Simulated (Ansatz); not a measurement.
# Sn3Se under changes of volume

One of the cells (26.656 Å³/atom); the others are scaled copies at fixed shape and fractional positions:

```
CELL_PARAMETERS angstrom
4.74188 0.00000 0.00000
0.00000 4.74188 0.00000
0.00000 0.00000 4.74188
ATOMIC_POSITIONS crystal
Sn 0.50000 0.50000 0.00000
Sn 0.50000 0.00000 0.50000
Sn 0.00000 0.50000 0.50000
Se 0.00000 0.00000 0.00000
```

The cell comes from a database or a generator and needn't be the stable form of this composition.

| Property | Result |
| --- | --- |
| Program | Ansatz 0.2.0 |
| Functional | PBE |
| Potentials or basis | Ansatz PAW |
| Cutoff | 420 eV (not typed: the program's choice for these potentials) |
| k mesh | 6 × 6 × 6 |
| Occupations | fermi-dirac, width 0.05 eV |
| Spin | no spin polarisation |

```csv
volume (Å³/atom),energy over the lowest point (meV/atom),pressure (GPa)
25.056,18.89,3.7
25.590,8.71,2.4
26.123,?,?
26.656,0.00,0.3
27.189,0.72,-0.7
27.722,4.35,-1.5
28.255,10.56,-2.2
```

What does the run at 26.123 Å³/atom give?

Energy over the lowest point 2.54 meV/atom; pressure 1.3 GPa.

Worked out: A Birch-Murnaghan fit of order 3 (a polynomial in V^(-2/3)) to the other rows has its minimum at 26.80 Å³/atom with B0 = V·E''(V) = 48 GPa and B' = 4.4. It gives 2.55 meV/atom at 26.123 Å³/atom, against the run's 2.54, and -dE/dV = 1.3 GPa, against 1.3.

Energies are extrapolated to zero smearing.
